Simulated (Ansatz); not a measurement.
# TiClO: the cost of one run

Program: Ansatz 0.2.0. Level of theory: DFT r2SCAN+D3(BJ), scalar-relativistic, plane waves, PAW. These are calculated values, not measurements.

## (1) Starting point

It takes space group Pmmn (No. 59, orthorhombic). Conventional cell: a = 3.380 Å, b = 3.790 Å, c = 8.030 Å, α = 90.00°, β = 90.00°, γ = 90.00°. Ti (site symmetry mm2) is surrounded by 4 O at 1.95 to 2.26 Å and 2 Cl at 2.32 Å. Around Cl (site symmetry mm2) lie 2 Ti at 2.32 Å. O (site symmetry mm2) has 2 Ti at 1.95 Å as nearest neighbours.

Structure file:

```
Ti Cl O
1.0
     6.76000    0.00000    0.00000
     0.00000    3.79000    0.00000
     0.00000    0.00000    8.03000
Ti Cl O
4 4 4
Direct
  0.00000 0.50000 0.12200
  0.50000 0.50000 0.12200
  0.25000 0.00000 0.87800
  0.75000 0.00000 0.87800
  0.25000 0.50000 0.32000
  0.75000 0.50000 0.32000
  0.00000 0.00000 0.68000
  0.50000 0.00000 0.68000
  0.25000 0.50000 0.93500
  0.75000 0.50000 0.93500
  0.00000 0.00000 0.06500
  0.50000 0.00000 0.06500
```

The structure rests on an entry of the Crystallography Open Database; cell or positions may have been set otherwise for this series.

## (2) Relaxing cell and atoms: TiClO, moments +−−+

The input, input.yaml:

```yaml
crystal:
  lattice:
    - [6.76, 0.0, 0.0]
    - [0.0, 3.79, 0.0]
    - [0.0, 0.0, 8.03]
  atoms:
    - { symbol: Ti, position: [0.0, 0.5, 0.122], spin: 1.0 }
    - { symbol: Ti, position: [0.5, 0.5, 0.122], spin: -1.0 }
    - { symbol: Ti, position: [0.25, 0.0, 0.878], spin: -1.0 }
    - { symbol: Ti, position: [0.75, 0.0, 0.878], spin: 1.0 }
    - { symbol: Cl, position: [0.25, 0.5, 0.32] }
    - { symbol: Cl, position: [0.75, 0.5, 0.32] }
    - { symbol: Cl, position: [0.0, 0.0, 0.68] }
    - { symbol: Cl, position: [0.5, 0.0, 0.68] }
    - { symbol: O, position: [0.25, 0.5, 0.935] }
    - { symbol: O, position: [0.75, 0.5, 0.935] }
    - { symbol: O, position: [0.0, 0.0, 0.065] }
    - { symbol: O, position: [0.5, 0.0, 0.065] }
magnetization:
  spin_polarized: true
scf:
  occupations: { method: gaussian, width: 0.02 }
output:
  forces: true
  stress: true
  populations: true
  write_density: true
  write_potential: true
  elf: true
  volumetric_format: npy
hamiltonian:
  dispersion: d3bj
  xc: r2scan
relax:
  f_tol: 0.01
  cell: { stress_tol: 0.05 }
kpoints:
  mp_grid: { grid: [4, 8, 3] }
```

Command:

```sh
$ ansatz run input.yaml --threads 4 --pin off --max-ram 12288MiB --backend cpu --events-out ev --progress --plain --runs-dir out
```

What time and memory should one allow on 4 threads of Intel Xeon 6975P-C (Granite Rapids), shared host?

About 1.9 min, with a peak of 1.7 GiB.
